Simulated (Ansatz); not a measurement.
**ClH₅SiZn (built from SMILES [H][H].[SiH3][Zn][Cl]): search for a transition state**

Is there a first-order saddle for this four-centre ligand exchange, which should form Zn1–H5, Si2–H4 and break Zn1–Si2, H4–H5, and which two structures does it connect?

The runs use Ansatz 0.2.0, Gaussian basis; PBE0-D4, def2-SVP first, then def2-TZVP.

169 further runs of the same task are left out: 169 set aside as unsound or not needed.

## Step 1: The starting structure

The guess: 8 atoms, charge 0, spin multiplicity 1.

Atoms are counted from 1 here; the program's logs count them from 0.

Bond lengths: Zn1–Si2 2.505 Å, Zn1–Cl3 2.696 Å, Si2–H6 1.465 Å, Si2–H7 1.465 Å, Si2–H8 1.496 Å, Cl3–H5 1.501 Å. Angles: Si2–Zn1–Cl3 100.4°, Zn1–Si2–H6 118.5°, Zn1–Si2–H7 118.4°, Zn1–Si2–H8 88.6°, H6–Si2–H7 119.5°, H6–Si2–H8 100.2°, H7–Si2–H8 100.2°, Zn1–Cl3–H5 69.9°.

Coordinates:

```xyz
8

Zn   -0.0675   -1.1328   -1.4935
Si    0.7927   -0.2111    0.6707
Cl   -2.1657    0.5049   -1.9215
H    -0.6667    0.7873    0.1977
H    -1.4740    0.8767   -0.6420
H     0.1059   -0.5822    1.9104
H     1.6066    1.0064    0.6342
H     1.8687   -1.2494    0.6440
```

Distances that are to change: Zn1–H5 2.60 Å, Si2–H4 1.83 Å, Zn1–Si2 2.50 Å, H4–H5 1.17 Å.

## Step 2: Relaxing the guess with the reacting distances held

hold/in.yaml reads:

```yaml
crystal:
  periodic: [false, false, false]
  atoms:
    - {symbol: Zn, position_ang: [-0.067500, -1.132800, -1.493500]}
    - {symbol: Si, position_ang: [0.792700, -0.211100, 0.670700]}
    - {symbol: Cl, position_ang: [-2.165700, 0.504900, -1.921500]}
    - {symbol: H, position_ang: [-0.666700, 0.787300, 0.197700]}
    - {symbol: H, position_ang: [-1.474000, 0.876700, -0.642000]}
    - {symbol: H, position_ang: [0.105900, -0.582200, 1.910400]}
    - {symbol: H, position_ang: [1.606600, 1.006400, 0.634200]}
    - {symbol: H, position_ang: [1.868700, -1.249400, 0.644000]}
basis:
  gaussian: {orbitals: def2-SVP}
hamiltonian: {xc: pbe0, dispersion: d4}
relax: {f_tol: 0.04, max_steps: 150, escape_saddle: false, constraints: [{distance: [0, 4]}, {distance: [1, 3]}, {distance: [0, 1]}, {distance: [3, 4]}]}
```

Launch:

```
> ansatz run in.yaml --threads 4 --pin off --events-out ev --progress --plain --max-ram 9574MiB
```

Further steps of the session: A starting Hessian; Saddle search in the small basis; Saddle search in triple zeta; Checking the order of the point; Relaxing after a step of 0.30 Å one way along the mode; Relaxing after a step of 0.30 Å the other way along the mode.

What does the calculation give? Wanted: imaginary mode; barrier from the start side; barrier from the end side; energy of the step; pairs that change; zero-point energy at the saddle.

As calculated:

```
                       quantity                                                                       value
                 imaginary mode                                                                   859i cm⁻¹
    barrier from the start side                                                                262.9 kJ/mol
      barrier from the end side                                                                139.4 kJ/mol
             energy of the step                                                               +123.5 kJ/mol
              pairs that change  Si2–H4 formed, Cl3–H5 formed, Zn1–Si2 broken, Zn1–Cl3 broken, H4–H5 broken
zero-point energy at the saddle                                                                    1.027 eV
```

In words: One imaginary mode, 859i cm⁻¹, makes this a first-order saddle. The two relaxations don't end on the planned structures: the search found another step. At PBE0-D4/def2-TZVP the electronic barrier is 262.9 kJ/mol, about 106 kT at 298 K, and the step runs 123.5 kJ/mol uphill. A step off the saddle overshot and began above it in energy, so the link to its end is likely but not proven. Lower complexes than these ends may exist.
